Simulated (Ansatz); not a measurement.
**C2H7GaOTe: two geometries relaxed**

Are the two ends of the inversion of the pyramid at Ga5 separate minima, and which lies lower? Each is relaxed from a guess. SMILES of the start: C[Te]C[O][GaH2].

Program: Ansatz 0.2.0. Level of theory: RKS PBE/def2-SVP. These are calculated values, not measurements.

## 1. The system as given

Bond lengths: C1–Te2 2.093 Å, Te2–C3 2.159 Å, C3–O4 1.340 Å, O4–Ga5 2.172 Å, C1–H6 1.100 Å, C1–H7 1.096 Å, C1–H8 1.173 Å, C3–H9 1.102 Å, C3–H10 1.130 Å, Ga5–H11 1.232 Å, Ga5–H12 1.771 Å. Angles (14 of 17 angles, heavy atoms first): C1–Te2–C3 91.1°, Te2–C3–O4 110.2°, C3–O4–Ga5 112.8°, Te2–C1–H6 112.9°, Te2–C1–H7 111.5°, Te2–C1–H8 107.7°, Te2–C3–H9 107.4°, Te2–C3–H10 106.2°, O4–C3–H9 116.1°, O4–C3–H10 107.3°, O4–Ga5–H11 115.4°, O4–Ga5–H12 67.3°, H6–C1–H7 111.4°, H6–C1–H8 105.7°.

Structure file:

```xyz
12

C    -1.3393    0.2476    1.4956
Te    0.7478    0.2957    1.3449
C     0.6246    0.9778   -0.7001
O     0.1419    0.0045   -1.4838
Ga    1.2983   -1.8294   -1.3585
H    -1.8073   -0.4030    0.7418
H    -1.6629   -0.0165    2.5087
H    -1.7372    1.3287    1.2726
H     0.0604    1.9242   -0.6990
H     1.6866    1.1800   -1.0298
H     2.4833   -1.6866   -1.0519
H    -0.4191   -2.0782   -1.0064
```

## 2. End point A

Input file input.yaml:

```yaml
crystal:
  periodic: [false, false, false]
  atoms:
    - { symbol: C, position_ang: [-1.3393, 0.2476, 1.4956] }
    - { symbol: Te, position_ang: [0.7478, 0.2957, 1.3449] }
    - { symbol: C, position_ang: [0.6246, 0.9778, -0.7001] }
    - { symbol: O, position_ang: [0.1419, 0.0045, -1.4838] }
    - { symbol: Ga, position_ang: [1.2983, -1.8294, -1.3585] }
    - { symbol: H, position_ang: [-1.8073, -0.403, 0.7418] }
    - { symbol: H, position_ang: [-1.6629, -0.0165, 2.5087] }
    - { symbol: H, position_ang: [-1.7372, 1.3287, 1.2726] }
    - { symbol: H, position_ang: [0.0604, 1.9242, -0.699] }
    - { symbol: H, position_ang: [1.6866, 1.18, -1.0298] }
    - { symbol: H, position_ang: [2.4833, -1.6866, -1.0519] }
    - { symbol: H, position_ang: [-0.4191, -2.0782, -1.0064] }
basis:
  gaussian: { orbitals: def2-SVP }
hamiltonian:
  xc: pbe
relax:
  f_tol: 0.015
  max_steps: 40
output:
  orbitals: {}
```

The run is started by

```console
$ ansatz run input.yaml --threads 2 --pin off --max-ram 3072MiB --backend cpu --events-out ev --progress --plain --runs-dir out
```

What it wrote, cut to the lines that bear on the results:

```text
Warning: RAYON_NUM_THREADS=2 ignored (pool sized by the plan → 2); use --threads N
[...]
Functional definition: PBE
[...]
1540 factors; their error is unknown
[...]
mean field -63879.57332074 eV, -2347.5310204073 hartree, gradient 3.0e-5 eV, S^2 0.000000; 0 other end points of the search recorded, 0 dependent functions left out
[...]
reference -63879.57336174 eV, -2347.5310219141 hartree; 41, 41 occupied and 94, 94 virtual orbitals, 1540 factors
relax step   1: F+E_penalty+E_count = -63879.57332074 eV  Δ(F+E_penalty+E_count) = +0.000e0 eV  max|allowed force component| = 1.304e1 eV/Å  Δτ_max = 0.0000 Å  (32 SCF iters, accepted)
[...]
relax step   4: F+E_penalty+E_count = -63882.94642255 eV  Δ(F+E_penalty+E_count) = -3.497e-1 eV  max|allowed force component| = 3.216e-1 eV/Å  Δτ_max = 0.1986 Å  (32 SCF iters, accepted)
[...]
relax step   7: F+E_penalty+E_count = -63883.05936046 eV  Δ(F+E_penalty+E_count) = -5.854e-2 eV  max|allowed force component| = 1.142e-1 eV/Å  Δτ_max = 0.0887 Å  (32 SCF iters, accepted)
[...]
relax step  10: F+E_penalty+E_count = -63883.07106189 eV  Δ(F+E_penalty+E_count) = +7.009e-3 eV  max|allowed force component| = 5.436e-1 eV/Å  Δτ_max = 0.1954 Å  (30 SCF iters, rejected (line search))
[...]
relax step  11: F+E_penalty+E_count = -63883.08479683 eV  Δ(F+E_penalty+E_count) = -6.726e-3 eV  max|allowed force component| = 7.032e-2 eV/Å  Δτ_max = 0.0977 Å  (31 SCF iters, accepted)
[...]
relax step  12: F+E_penalty+E_count = -63883.09070854 eV  Δ(F+E_penalty+E_count) = -5.912e-3 eV  max|allowed force component| = 1.183e-1 eV/Å  Δτ_max = 0.0973 Å  (30 SCF iters, accepted)
[...]
1540 factors; their error is unknown
```

## 3. The output, continued: end point A relaxed

Output, continued, cut to the lines that bear on the results:

```text
mean field -63883.08840273 eV, -2347.6601972877 hartree, gradient 1.1e-5 eV, S^2 0.000000; 0 other end points of the search recorded, 0 dependent functions left out
[...]
reference -63883.08844449 eV, -2347.6601988225 hartree; 41, 41 occupied and 94, 94 virtual orbitals, 1540 factors
relax step  13: F+E_penalty+E_count = -63883.08840273 eV  Δ(F+E_penalty+E_count) = +2.306e-3 eV  max|allowed force component| = 3.631e-1 eV/Å  Δτ_max = 0.1475 Å  (31 SCF iters, rejected (line search))
[...]
relax step  15: F+E_penalty+E_count = -63883.09846395 eV  Δ(F+E_penalty+E_count) = -2.492e-3 eV  max|allowed force component| = 7.946e-2 eV/Å  Δτ_max = 0.0731 Å  (31 SCF iters, accepted)
[...]
relax step  17: F+E_penalty+E_count = -63883.09990449 eV  Δ(F+E_penalty+E_count) = -1.441e-3 eV  max|allowed force component| = 4.756e-2 eV/Å  Δτ_max = 0.0546 Å  (30 SCF iters, accepted)
[...]
Atom 2 at     0.707152     1.095919    -0.924812 Å, force    -0.001097    -0.002155     0.004425 eV/Å
Atom 3 at     0.119409     0.096763    -1.570719 Å, force    -0.000536     0.001140    -0.001006 eV/Å
Atom 4 at     0.846518    -1.525622    -0.755178 Å, force     0.000814    -0.001452    -0.001900 eV/Å
Atom 5 at    -1.677821     0.142847     0.354213 Å, force     0.000077     0.000982    -0.001120 eV/Å
Atom 6 at    -1.645309    -0.643513     1.989931 Å, force    -0.000584    -0.000557    -0.000857 eV/Å
Atom 7 at    -1.743413     1.166334     1.866824 Å, force    -0.000805    -0.000789     0.000926 eV/Å
Atom 8 at     0.136264     2.052076    -0.881039 Å, force     0.000626     0.000072    -0.002439 eV/Å
Atom 9 at     1.798810     1.271393    -1.089487 Å, force     0.000392     0.001462    -0.000075 eV/Å
Atom 10 at     2.359787    -1.725289    -1.159362 Å, force    -0.000512    -0.000252     0.000629 eV/Å
Atom 11 at    -0.306936    -2.577311    -0.558203 Å, force    -0.001077     0.000211     0.001376 eV/Å
Dipole moment:    -0.063516     0.275898     0.326958 e Å
```

It took 84 s on 2 threads of Arm Neoverse V1, shared host; peak memory 0.2 GiB.

Step by step:

```tsv
step	energy from step 1 (eV)	largest force component (eV/Å)
1	0.0000	13.0376
2	-2.1726	5.0405
3	-3.0234	1.1103
4	-3.3731	0.3216
5	-3.4275	0.6643
6x	-3.3755	1.3739
7	-3.4860	0.1142
8	-3.4933	0.1660
9	-3.5048	0.0452
10x	-3.4977	0.5436
11	-3.5115	0.0703
12	-3.5174	0.1183
13x	-3.5151	0.3631
14	-3.5227	0.0707
15	-3.5251	0.0795
16x	-3.5247	0.1064
17	-3.5266	0.0476
18x	-3.5265	0.0502
19	-3.5269	0.0321
20x	-3.5269	0.0344
21	-3.5270	0.0044
```

Step 1 is the start. 6 steps were tried and not accepted (marked x).

After: Bond lengths: C1–Te2 2.178 Å, Te2–C3 2.404 Å, C3–O4 1.327 Å, Te2–Ga5 2.822 Å, O4–Ga5 1.956 Å, C1–H6 1.107 Å, C1–H7 1.105 Å, C1–H8 1.105 Å, C3–H9 1.114 Å, C3–H10 1.118 Å, Ga5–H11 1.579 Å, Ga5–H12 1.573 Å. Angles (14 of 22 angles, heavy atoms first): C1–Te2–C3 89.2°, C1–Te2–Ga5 89.5°, C3–Te2–Ga5 59.8°, Te2–C3–O4 104.4°, C3–O4–Ga5 104.9°, Te2–Ga5–O4 76.1°, Te2–C1–H6 106.4°, Te2–C1–H7 108.6°, Te2–C1–H8 109.2°, Te2–C3–H9 104.8°, Te2–C3–H10 98.0°, O4–C3–H9 116.0°, O4–C3–H10 118.6°, Te2–Ga5–H11 106.3°.

Pairs that crossed the distance rule for bonds on the way: came closer Te2–Ga5.

## 4. End point B

The second end starts from a geometry with the move made by hand.

input.yaml, as its differences from that of step 2:

```diff
@@ -13,4 +13,4 @@
     - { symbol: H, position_ang: [1.6866, 1.18, -1.0298] }
-    - { symbol: H, position_ang: [2.4833, -1.6866, -1.0519] }
-    - { symbol: H, position_ang: [-0.4191, -2.0782, -1.0064] }
+    - { symbol: H, position_ang: [2.02174, -1.93079, -0.36604] }
+    - { symbol: H, position_ang: [0.94115, -1.35857, -3.02766] }
 basis:
```

The run is started by

```console
$ ansatz run input.yaml --threads 2 --pin off --max-ram 3072MiB --backend cpu --events-out ev --progress --plain --runs-dir out
```

What it wrote, cut to the lines that bear on the results:

```text
Warning: RAYON_NUM_THREADS=2 ignored (pool sized by the plan → 2); use --threads N
[...]
[... 1 set-up line as earlier in the session ...]
[...]
1540 factors; their error is unknown
[...]
mean field -63879.40336617 eV, -2347.5247746920 hartree, gradient 5.3e-5 eV, S^2 0.000000; 1 other end points of the search recorded, 0 dependent functions left out
[...]
reference -63879.40340753 eV, -2347.5247762119 hartree; 41, 41 occupied and 94, 94 virtual orbitals, 1540 factors
relax step   1: F+E_penalty+E_count = -63879.40336617 eV  Δ(F+E_penalty+E_count) = +0.000e0 eV  max|allowed force component| = 1.017e1 eV/Å  Δτ_max = 0.0000 Å  (50 SCF iters, accepted)
[...]
relax step   4: F+E_penalty+E_count = -63882.49393659 eV  Δ(F+E_penalty+E_count) = -2.269e-1 eV  max|allowed force component| = 3.810e-1 eV/Å  Δτ_max = 0.1949 Å  (31 SCF iters, accepted)
[...]
relax step   7: F+E_penalty+E_count = -63882.72742484 eV  Δ(F+E_penalty+E_count) = -4.114e-2 eV  max|allowed force component| = 1.644e-1 eV/Å  Δτ_max = 0.2000 Å  (32 SCF iters, accepted)
[...]
relax step  10: F+E_penalty+E_count = -63882.76582965 eV  Δ(F+E_penalty+E_count) = -1.226e-3 eV  max|allowed force component| = 2.774e-1 eV/Å  Δτ_max = 0.1960 Å  (30 SCF iters, accepted)
[...]
relax step  13: F+E_penalty+E_count = -63882.83835853 eV  Δ(F+E_penalty+E_count) = -3.071e-2 eV  max|allowed force component| = 3.045e-1 eV/Å  Δτ_max = 0.1977 Å  (32 SCF iters, accepted)
[...]
relax step  14: F+E_penalty+E_count = -63882.88114018 eV  Δ(F+E_penalty+E_count) = -4.278e-2 eV  max|allowed force component| = 4.588e-1 eV/Å  Δτ_max = 0.1987 Å  (30 SCF iters, accepted)
[...]
relax step  15: F+E_penalty+E_count = -63882.94489037 eV  Δ(F+E_penalty+E_count) = -6.375e-2 eV  max|allowed force component| = 8.285e-1 eV/Å  Δτ_max = 0.1958 Å  (32 SCF iters, accepted)
[...]
1540 factors; their error is unknown
[...]
```

## 5. The output, continued: end point B relaxed

The log, continued:

```text
mean field -63882.98709162 eV, -2347.6564741730 hartree, gradient 1.3e-5 eV, S^2 0.000000; 0 other end points of the search recorded, 0 dependent functions left out
the calculation of the forces begins
reference -63882.98713482 eV, -2347.6564757606 hartree; 41, 41 occupied and 94, 94 virtual orbitals, 1540 factors
relax step  16: F+E_penalty+E_count = -63882.98709162 eV  Δ(F+E_penalty+E_count) = -4.220e-2 eV  max|allowed force component| = 9.717e-1 eV/Å  Δτ_max = 0.1952 Å  (31 SCF iters, accepted)
these checks for a lower state are left out or cut short: starts, cluster_reference, orbital_swaps, neighbouring_geometries, increment
1540 factors; their error is unknown
mean field -63883.03256811 eV, -2347.6581454032 hartree, gradient 7.0e-6 eV, S^2 0.000000; 0 other end points of the search recorded, 0 dependent functions left out
the calculation of the forces begins
reference -63883.03261077 eV, -2347.6581469711 hartree; 41, 41 occupied and 94, 94 virtual orbitals, 1540 factors
relax step  17: F+E_penalty+E_count = -63883.03256811 eV  Δ(F+E_penalty+E_count) = -4.548e-2 eV  max|allowed force component| = 6.312e-1 eV/Å  Δτ_max = 0.2000 Å  (32 SCF iters, accepted)
these checks for a lower state are left out or cut short: starts, cluster_reference, orbital_swaps, neighbouring_geometries, increment
1540 factors; their error is unknown
mean field -63883.06189845 eV, -2347.6592232734 hartree, gradient 1.5e-5 eV, S^2 0.000000; 0 other end points of the search recorded, 0 dependent functions left out
the calculation of the forces begins
reference -63883.06194074 eV, -2347.6592248276 hartree; 41, 41 occupied and 94, 94 virtual orbitals, 1540 factors
relax step  18: F+E_penalty+E_count = -63883.06189845 eV  Δ(F+E_penalty+E_count) = -2.933e-2 eV  max|allowed force component| = 2.356e-1 eV/Å  Δτ_max = 0.1930 Å  (31 SCF iters, accepted)
these checks for a lower state are left out or cut short: starts, cluster_reference, orbital_swaps, neighbouring_geometries, increment
1540 factors; their error is unknown
mean field -63883.07295169 eV, -2347.6596294724 hartree, gradient 1.7e-5 eV, S^2 0.000000; 0 other end points of the search recorded, 0 dependent functions left out
the calculation of the forces begins
reference -63883.07299373 eV, -2347.6596310176 hartree; 41, 41 occupied and 94, 94 virtual orbitals, 1540 factors
relax step  19: F+E_penalty+E_count = -63883.07295169 eV  Δ(F+E_penalty+E_count) = -1.105e-2 eV  max|allowed force component| = 2.939e-1 eV/Å  Δτ_max = 0.1463 Å  (31 SCF iters, accepted)
these checks for a lower state are left out or cut short: starts, cluster_reference, orbital_swaps, neighbouring_geometries, increment
1540 factors; their error is unknown
mean field evaluation 160: about -63883.0855 eV, gradient 5.5e-4 eV
mean field -63883.08554527 eV, -2347.6600922782 hartree, gradient 2.2e-5 eV, S^2 0.000000; 0 other end points of the search recorded, 0 dependent functions left out
the calculation of the forces begins
reference -63883.08558705 eV, -2347.6600938134 hartree; 41, 41 occupied and 94, 94 virtual orbitals, 1540 factors
relax step  20: F+E_penalty+E_count = -63883.08554527 eV  Δ(F+E_penalty+E_count) = -1.259e-2 eV  max|allowed force component| = 2.634e-1 eV/Å  Δτ_max = 0.1070 Å  (31 SCF iters, accepted)
these checks for a lower state are left out or cut short: starts, cluster_reference, orbital_swaps, neighbouring_geometries, increment
1540 factors; their error is unknown
mean field -63883.09352905 eV, -2347.6603856767 hartree, gradient 7.1e-6 eV, S^2 0.000000; 0 other end points of the search recorded, 0 dependent functions left out
the calculation of the forces begins
reference -63883.09357057 eV, -2347.6603872024 hartree; 41, 41 occupied and 94, 94 virtual orbitals, 1540 factors
relax step  21: F+E_penalty+E_count = -63883.09352905 eV  Δ(F+E_penalty+E_count) = -7.984e-3 eV  max|allowed force component| = 1.466e-1 eV/Å  Δτ_max = 0.1161 Å  (31 SCF iters, accepted)
these checks for a lower state are left out or cut short: starts, cluster_reference, orbital_swaps, neighbouring_geometries, increment
1540 factors; their error is unknown
mean field -63883.09826617 eV, -2347.6605597625 hartree, gradient 2.2e-5 eV, S^2 0.000000; 0 other end points of the search recorded, 0 dependent functions left out
the calculation of the forces begins
reference -63883.09830778 eV, -2347.6605612915 hartree; 41, 41 occupied and 94, 94 virtual orbitals, 1540 factors
relax step  22: F+E_penalty+E_count = -63883.09826617 eV  Δ(F+E_penalty+E_count) = -4.737e-3 eV  max|allowed force component| = 1.347e-1 eV/Å  Δτ_max = 0.0760 Å  (31 SCF iters, accepted)
these checks for a lower state are left out or cut short: starts, cluster_reference, orbital_swaps, neighbouring_geometries, increment
1540 factors; their error is unknown
mean field -63883.09932968 eV, -2347.6605988458 hartree, gradient 1.9e-5 eV, S^2 0.000000; 0 other end points of the search recorded, 0 dependent functions left out
the calculation of the forces begins
reference -63883.09937119 eV, -2347.6606003713 hartree; 41, 41 occupied and 94, 94 virtual orbitals, 1540 factors
relax step  23: F+E_penalty+E_count = -63883.09932968 eV  Δ(F+E_penalty+E_count) = -1.064e-3 eV  max|allowed force component| = 6.059e-2 eV/Å  Δτ_max = 0.0338 Å  (31 SCF iters, accepted)
these checks for a lower state are left out or cut short: starts, cluster_reference, orbital_swaps, neighbouring_geometries, increment
1540 factors; their error is unknown
mean field -63883.10009451 eV, -2347.6606269527 hartree, gradient 1.9e-5 eV, S^2 0.000000; 0 other end points of the search recorded, 0 dependent functions left out
the calculation of the forces begins
reference -63883.10013598 eV, -2347.6606284766 hartree; 41, 41 occupied and 94, 94 virtual orbitals, 1540 factors
relax step  24: F+E_penalty+E_count = -63883.10009451 eV  Δ(F+E_penalty+E_count) = -7.648e-4 eV  max|allowed force component| = 2.611e-2 eV/Å  Δτ_max = 0.0227 Å  (31 SCF iters, accepted)
these checks for a lower state are left out or cut short: starts, cluster_reference, orbital_swaps, neighbouring_geometries, increment
1540 factors; their error is unknown
mean field evaluation 192: about -63883.1521 eV, gradient 6.0e-4 eV
mean field -63883.10024245 eV, -2347.6606323895 hartree, gradient 1.9e-5 eV, S^2 0.000000; 0 other end points of the search recorded, 0 dependent functions left out
the calculation of the forces begins
reference -63883.10028390 eV, -2347.6606339126 hartree; 41, 41 occupied and 94, 94 virtual orbitals, 1540 factors
relax step  25: F+E_penalty+E_count = -63883.10024245 eV  Δ(F+E_penalty+E_count) = -1.479e-4 eV  max|allowed force component| = 1.287e-2 eV/Å  Δτ_max = 0.0116 Å  (31 SCF iters, accepted)
1540 factors; their error is unknown
mean field -63883.10024245 eV, -2347.6606323895 hartree, gradient 1.9e-5 eV, S^2 0.000000; 1 other end points of the search recorded, 0 dependent functions left out
the calculation of the forces begins
reference -63883.10028390 eV, -2347.6606339126 hartree; 41, 41 occupied and 94, 94 virtual orbitals, 1540 factors
Total energy: -63883.10028390 eV, -2347.6606339126 hartree
Atom 0 at    -1.409155     0.079924     1.170100 Å, force    -0.002406    -0.005545     0.002401 eV/Å
Atom 1 at     0.759546     0.114943     1.363508 Å, force     0.001038     0.001293     0.004872 eV/Å
Atom 2 at     0.888065     1.255195    -0.747420 Å, force     0.001567    -0.008680    -0.012872 eV/Å
Atom 3 at     0.353265     0.404889    -1.615520 Å, force     0.010636     0.000571     0.010733 eV/Å
Atom 4 at     0.978425    -1.356521    -1.035314 Å, force    -0.004552     0.011468    -0.002576 eV/Å
Atom 5 at    -1.626661     0.178613     0.089430 Å, force    -0.000919     0.002282    -0.007052 eV/Å
Atom 6 at    -1.783721    -0.887703     1.549319 Å, force     0.003091    -0.001143     0.001756 eV/Å
Atom 7 at    -1.840346     0.917068     1.747343 Å, force     0.000460     0.000963     0.001587 eV/Å
Atom 8 at     0.332579     2.208620    -0.592431 Å, force    -0.005918     0.002772    -0.000875 eV/Å
Atom 9 at     1.993684     1.419134    -0.771160 Å, force    -0.001470    -0.000801     0.002390 eV/Å
Atom 10 at     2.524888    -1.515609    -1.310863 Å, force     0.001421    -0.003442    -0.001282 eV/Å
Atom 11 at    -0.194778    -2.398313    -1.148291 Å, force    -0.002947     0.000262     0.000918 eV/Å
Dipole moment:    -0.093025     0.214364     0.361855 e Å
```

It took 98 s on 2 threads of Arm Neoverse V1, shared host; peak memory 0.2 GiB.

The steps of the relaxation:

```tsv
step	energy from step 1 (eV)	largest force component (eV/Å)
1	0.0000	10.1741
2	-2.1250	3.2928
3	-2.8636	0.7036
4	-3.0906	0.3810
5	-3.2113	0.3249
6	-3.2829	0.3173
7	-3.3241	0.1644
8	-3.3472	0.1011
9	-3.3612	0.2407
10	-3.3625	0.2774
11	-3.3830	0.1818
12	-3.4043	0.1787
13	-3.4350	0.3045
14	-3.4778	0.4588
15	-3.5415	0.8285
16	-3.5837	0.9717
17	-3.6292	0.6312
18	-3.6585	0.2356
19	-3.6696	0.2939
20	-3.6822	0.2634
21	-3.6902	0.1466
22	-3.6949	0.1347
23	-3.6960	0.0606
24	-3.6967	0.0261
25	-3.6969	0.0129
```

Step 1 is the start.

After: Bond lengths: C1–Te2 2.178 Å, Te2–C3 2.403 Å, C3–O4 1.328 Å, Te2–Ga5 2.823 Å, O4–Ga5 1.957 Å, C1–H6 1.107 Å, C1–H7 1.105 Å, C1–H8 1.105 Å, C3–H9 1.114 Å, C3–H10 1.118 Å, Ga5–H11 1.579 Å, Ga5–H12 1.573 Å. Angles (14 of 22 angles, heavy atoms first): C1–Te2–C3 89.0°, C1–Te2–Ga5 89.6°, C3–Te2–Ga5 59.8°, Te2–C3–O4 104.4°, C3–O4–Ga5 104.7°, Te2–Ga5–O4 76.0°, Te2–C1–H6 106.3°, Te2–C1–H7 108.7°, Te2–C1–H8 109.3°, Te2–C3–H9 104.9°, Te2–C3–H10 98.1°, O4–C3–H9 116.0°, O4–C3–H10 118.6°, Te2–Ga5–H11 106.1°.

Pairs that crossed the distance rule for bonds on the way: came closer Te2–Ga5.

## 6. What came out

| quantity | value |
| --- | --- |
| end A | 14 moves, 3.527 eV lower |
| end B | 24 moves, 3.697 eV lower |
| largest difference between the ends | 0.01 Å |
| end B relative to end A | +0.000 eV |

**Reading.** Both starts fell into the same minimum (no atom differs by more than 0.01 Å), so from this start no second minimum was found and no band was run; another arrangement could still be one.
